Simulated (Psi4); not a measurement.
**SiH2OF2 (SMILES O[SiH](F)F), step by step**

We compute a structure relaxation (B97-3c/def2-mTZVP), then the harmonic vibrations of SiH2OF2. 

Program for the calculation: Psi4 1.11.

## (1) The system as given

SiH2OF2: 6 atoms, total charge 0, spin state singlet. SMILES: `O[SiH](F)F`. The shape is that of a PBE0-D4/def2-TZVP optimisation. This is one conformer, not always the lowest. The run starts from this shape.

Bond lengths: O1–Si2 1.614 Å, Si2–F3 1.584 Å, Si2–F4 1.584 Å, O1–H5 0.958 Å, Si2–H6 1.463 Å. Angles: O1–Si2–F3 111.2°, O1–Si2–F4 111.2°, F3–Si2–F4 105.5°, O1–Si2–H6 108.6°, F3–Si2–H6 110.2°, F4–Si2–H6 110.2°, Si2–O1–H5 120.9°.

## (2) A geometry optimisation at B97-3c/def2-mTZVP (density fitting) (run 1)

Input file calc.in:

```
memory 1600 mb

molecule {
  0 1
  O
  Si 1 1.61407
  F 2 1.584013 1 111.20537
  F 2 1.584006 3 105.53417 1 120.70346
  H 1 0.958275 2 120.86972 4 -58.78007
  H 2 1.462563 4 110.15135 3 -118.89141
  symmetry c1
}

set {
  geom_maxiter 60
}

result, w = opt('b97-3c', return_wfn=True)
```

Started as:

```console
$ psi4 -i calc.in -o calc.out -n 1
```

calc.out, shortened:

```text
[...]
  Running in c1 symmetry.
[...]
  Nuclear repulsion =  188.413948239676216
[...]
  Multiplicity = 1
[...]
  Nalpha       = 21
  Nbeta        = 21
[...]
    Number of basis functions: 90
[...]
   @DF-RKS iter   1:  -565.32666471352047   -1.59721e-01   1.08604e-02 ADIIS/DIIS
[...]
   @DF-RKS iter   7:  -565.63075874737217   -9.09495e-13   1.59822e-09 DIIS
[...]
    Orbital Energies [Eh]
    ---------------------
    Doubly Occupied:
       1A    -65.486773     2A    -24.245083     3A    -24.245071
       4A    -18.777625     5A     -5.175676     6A     -3.591122
       7A     -3.590439     8A     -3.587651     9A     -1.114226
      10A     -1.095826    11A     -0.955734    12A     -0.549169
      13A     -0.482067    14A     -0.445805    15A     -0.424459
      16A     -0.402889    17A     -0.382713    18A     -0.369824
      19A     -0.346410    20A     -0.339452    21A     -0.312558
[...]
  @DF-RKS Final Energy:  -565.63075874737217
   => Energetics <=
    Nuclear Repulsion Energy =            186.7608220503375094
    One-Electron Energy =               -1157.1268340498265843
    Two-Electron Energy =                 455.8433635289696895
    DFT Exchange-Correlation Energy =     -51.0859427516444455
    Empirical Dispersion Energy =          -0.0221675252083339
    VV10 Nonlocal Energy =                  0.0000000000000000
    Total Energy =                       -565.6307587473721696
[...]
 Multipole Moments:
 ------------------------------------------------------------------------------------
     Multipole            Electronic (a.u.)      Nuclear  (a.u.)        Total (a.u.)
 ------------------------------------------------------------------------------------
 L = 1.  Multiply by 2.5417464519 to convert [e a0] to [Debye]
 Dipole X            :         -1.7146662            1.6927552           -0.0219110
 Dipole Y            :         -1.0318156            1.0176500           -0.0141656
 Dipole Z            :          2.1940777           -2.6738778           -0.4798001
 Magnitude           :                                                    0.4805090
[...]
  -Total Gradient:
     Atom            X                  Y                   Z
    ------   -----------------  -----------------  -----------------
       1        0.000012211549     0.000014722348     0.000029780241
       2        0.000146415312     0.000087760977    -0.000214983728
       3        0.000092788900     0.000023054963    -0.000030903365
       4        0.000065022677     0.000073306244    -0.000029919961
       5        0.000089783624     0.000050373159    -0.000052982869
       6        0.000096486509     0.000058310461    -0.000102956427
[...]
    Final optimized geometry and variables:
    Molecular point group: c1
    Full point group: C1
    Geometry (in Angstrom), charge = 0, multiplicity = 1:
    O
    SI            1    1.626670
    F             2    1.599889      1  111.558467
    F             2    1.599878      3  105.651535      1  121.405493
    H             1    0.960442      2  120.108681      4  -59.047055
    H             2    1.458089      4  110.113000      3 -118.885862
    Psi4 run time: 0:00:35.61
[...]
```

The script printed:

```text
Optimizer: Optimization complete!
```

Run time: 38 s. Hardware: 1 thread of AMD EPYC 7R43 (Zen 3), shared host; peak memory 0.58 GiB.

Step by step:

```csv
step,energy from the first frame kept (eV),largest force (eV/Å)
0,0.0000,0.5864
1,-0.0114,0.1713
2,-0.0125,0.0199
3,-0.0126,0.0125
4,-0.0126,0.0141
```

After the run. Bond lengths: O1–Si2 1.627 Å, Si2–F3 1.600 Å, Si2–F4 1.600 Å, O1–H5 0.960 Å, Si2–H6 1.458 Å. Angles: O1–Si2–F3 111.6°, O1–Si2–F4 111.6°, F3–Si2–F4 105.7°, O1–Si2–H6 107.8°, F3–Si2–H6 110.1°, F4–Si2–H6 110.1°, Si2–O1–H5 120.1°.

## (3) Vibrational wavenumbers at B97-3c/def2-mTZVP (density fitting) (run 2)

Input file f2h2osi.dat:

```
memory 1600 MB

molecule {
  0 1
  O      0.027999     1.151500    -0.566270
  Si     0.122430    -0.233328     0.281901
  F      0.738076    -1.420101    -0.596845
  F     -1.323485    -0.741452     0.740975
  H     -0.485333     1.185699    -1.377299
  H      0.960916     0.013741     1.448915
}

set {
  t 298.15
  rotational_symmetry_number 1
}

result = freq("b97-3c")
```

Started as:

```console
$ psi4 -n 1 f2h2osi.dat f2h2osi.out
```

f2h2osi.out, shortened:

```text
[...]
  Running in c1 symmetry.
[...]
  Nuclear repulsion =  186.760768466087740
[...]
  Multiplicity = 1
[...]
  Nalpha       = 21
  Nbeta        = 21
[...]
    Number of basis functions: 90
[...]
   @DF-RKS iter   1:  -565.32997344344847   -1.96144e-01   1.07980e-02 ADIIS/DIIS
[...]
   @DF-RKS iter  12:  -565.63075548944232   -4.66116e-12   2.61275e-09 DIIS
[...]
  @DF-RKS Final Energy:  -565.63075548944232
   => Energetics <=
    Nuclear Repulsion Energy =            186.7788565172913877
    One-Electron Energy =               -1157.1611332656880222
    Two-Electron Energy =                 455.8608204745542025
    DFT Exchange-Correlation Energy =     -51.0871000871797918
    Empirical Dispersion Energy =          -0.0221991284200758
    VV10 Nonlocal Energy =                  0.0000000000000000
    Total Energy =                       -565.6307554894423220
[...]
  -Total Gradient:
     Atom            X                  Y                   Z
    ------   -----------------  -----------------  -----------------
       1       -0.000772165542     0.000100427485    -0.001254984016
       2        0.000313439198     0.000329123308     0.000425809163
       3        0.000091295682     0.000070085494     0.000046572615
       4        0.000018477544     0.000065839653     0.000049294817
       5        0.000891008002    -0.000021342697     0.001377276605
       6       -0.000223848863     0.000064098676    -0.000458410990
[...]
  ==> Harmonic Vibrational Analysis <==
[...]
  Freq [cm^-1]                 169.1389            303.9376            311.2320
[...]
  IR activ [km/mol]            71.6564             18.9988             62.7487
[...]
  Freq [cm^-1]                 388.3583            769.7798            828.2949
[...]
  IR activ [km/mol]            63.6641             49.5850              0.6799
[...]
  Freq [cm^-1]                 830.7361            909.3382            930.0532
[...]
  IR activ [km/mol]            32.1354             237.0402            263.1796
[...]
  Freq [cm^-1]                 974.7863           2322.3073           3827.7343
[...]
  IR activ [km/mol]            192.3179            77.2897             77.9067
[...]
  Total E_0, Enthalpy at 0 [K]                                                         -565.60213198 [Eh]
[...]
  Total H, Enthalpy at  298.15 [K]                                                     -565.59623290 [Eh]
[...]
  Total G, Gibbs energy at  298.15 [K]                                                 -565.63011415 [Eh]
[...]
```

The script printed:

```text
Warning: used thermodynamics relations inappropriate for low-frequency modes: ['169.1389' '303.9376' '311.2320' '388.3583']
```

Run time: 4 min. Hardware: 1 thread of AMD EPYC 7R43 (Zen 3), shared host; peak memory 0.56 GiB.

## (4) Summary of results

| quantity | value |
| --- | --- |
| run 1, B97-3c/def2-mTZVP: total energy at the end | -565.63076 Eh |
| run 1, B97-3c/def2-mTZVP: dipole moment | 1.22 D |
| run 1, B97-3c/def2-mTZVP: HOMO energy | -8.51 eV |
| run 1, B97-3c/def2-mTZVP: LUMO energy | -0.21 eV |
| run 1, B97-3c/def2-mTZVP: HOMO–LUMO gap | 8.29 eV |
| run 2, B97-3c/def2-mTZVP: lowest harmonic wavenumber | 169 cm⁻¹ |
| run 2, B97-3c/def2-mTZVP: highest harmonic wavenumber | 3828 cm⁻¹ |
| run 2, B97-3c/def2-mTZVP: zero-point energy | 75.2 kJ/mol |
| run 2, B97-3c/def2-mTZVP: ideal-gas entropy at 298.15 K (symmetry number 1 as used) | 71.3 cal/(mol K) |

The optimisation (run 1, B97-3c/def2-mTZVP) took 5 steps and changed the energy by -0.013 eV. All 12 modes (run 2, B97-3c/def2-mTZVP) are real, so the shape is a minimum at this level.
